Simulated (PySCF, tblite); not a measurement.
**C₈H₉NO: geometry, infrared bands and NMR shifts**

Aim: predict the infrared bands and NMR shifts of C₈H₉NO (`C=C(C)c1cc[n+]([O-])cc1`).

The runs use tblite 0.8.0 and PySCF 2.14.0, with density-fitted response routines of our own; the level of theory stands in each step. All values are computed, except where a source is named. Atoms count from 0, in the outputs and in this text.

### 1 The starting structure

19 atoms, charge 0, multiplicity 1; geometry from: force field or distance geometry start.

Bonds of the start (Å): C0–C1 1.35, C1–C2 1.48, C1–C3 1.48, C3–C4 1.39, C4–C5 1.39, C5–N6 1.38, N6–O7 1.27, N6–C8 1.38, C8–C9 1.40, C9–C3 1.41, C0–H10 1.08, C0–H11 1.10, C2–H12 1.10, C2–H13 1.10, C2–H14 1.10, C4–H15 1.09, C5–H16 1.09, C8–H17 1.08, C9–H18 1.08.

### 2 Geometry optimisation with GFN2-xTB

Job settings and geometry (Å):

```
{"job": {"kind": "relax", "xc": "GFN2-xTB", "basis": "xTB"}, "charge": 0, "multiplicity": 1}
C     -2.166700    -1.173500     0.575500
C     -1.497500    -0.235600    -0.121700
C     -2.172500     0.678500    -1.076700
C     -0.034600    -0.074300     0.064100
C      0.538000     1.185400     0.210100
C      1.915300     1.320600     0.359500
N      2.755600     0.223400     0.386400
O      4.012600     0.361700     0.538500
C      2.194500    -1.036000     0.255900
C      0.807800    -1.198200     0.099500
H     -1.704200    -1.830800     1.296500
H     -3.251600    -1.292100     0.452400
H     -2.225400     1.706200    -0.681600
H     -1.656000     0.690100    -2.046000
H     -3.216400     0.375900    -1.272300
H     -0.076100     2.085800     0.211200
H      2.443600     2.262000     0.479000
H      2.909200    -1.840600     0.281100
H      0.414600    -2.199200    -0.018600
```

On the command line:

```console
OMP_NUM_THREADS=1 python probes_run.py task.json out
```

One launch serves the whole session: the jobs run in the order shown.

**Question.** This job is followed by: GFN2-xTB harmonic vibrations, gas phase; GIAO PBE0/pcSseg-1 NMR shielding, non-relativistic, gas phase. What will the session give for the following? strongest single infrared mode (GFN2-xTB); zero-point energy (GFN2-xTB); 13C shifts against TMS (PBE0/pcSseg-1, means over atoms taken as alike); 1H shifts against TMS (PBE0/pcSseg-1, means over atoms taken as alike); 15N shifts against NH3 (PBE0/pcSseg-1); 17O shifts against H2O (PBE0/pcSseg-1); surface potential, 1st and 99th percentile.

The runs gave:

| quantity | value |
| --- | --- |
| strongest single infrared mode (GFN2-xTB) | 1500 cm⁻¹, 242 km/mol |
| zero-point energy (GFN2-xTB) | 94.2 kcal/mol |
| 13C shifts against TMS (PBE0/pcSseg-1, means over atoms taken as alike) | 149.0, 143.6, 138.0, 128.9, 119.4, 24.0 ppm |
| 1H shifts against TMS (PBE0/pcSseg-1, means over atoms taken as alike) | 8.24, 7.38, 5.64, 5.47, 2.18 ppm |
| 15N shifts against NH3 (PBE0/pcSseg-1) | 336.9 ppm |
| 17O shifts against H2O (PBE0/pcSseg-1) | 482.5 ppm |
| surface potential, 1st and 99th percentile | -1.94 V and 1.26 V |

**Reading.** Over 73 steps the energy fell by 0.168 eV; of the close pairs, C8–C9 changed most, 1.405 to 1.371 Å. All 51 modes are real, so the xTB geometry is a minimum. The strongest single mode, at 1500 cm⁻¹, is carried by N6, C3, C9, O7. GFN2-xTB is a fitted tight-binding method: band positions and strengths are rough. Its intensities can rank the bands wrongly. At PBE0/pcSseg-1: The largest span, 597 ppm, is at O7, where the paramagnetic term is -544 ppm. NICS(1)zz of -20 ppm above the planar ring from C3 marks a diatropic (aromatic) ring current. At PBE0/pcSseg-1, counted by nearest atom on the grid, the HOMO lies on O7 42 %; C3 13 %, the LUMO on N6 17 %; C3 16 %.
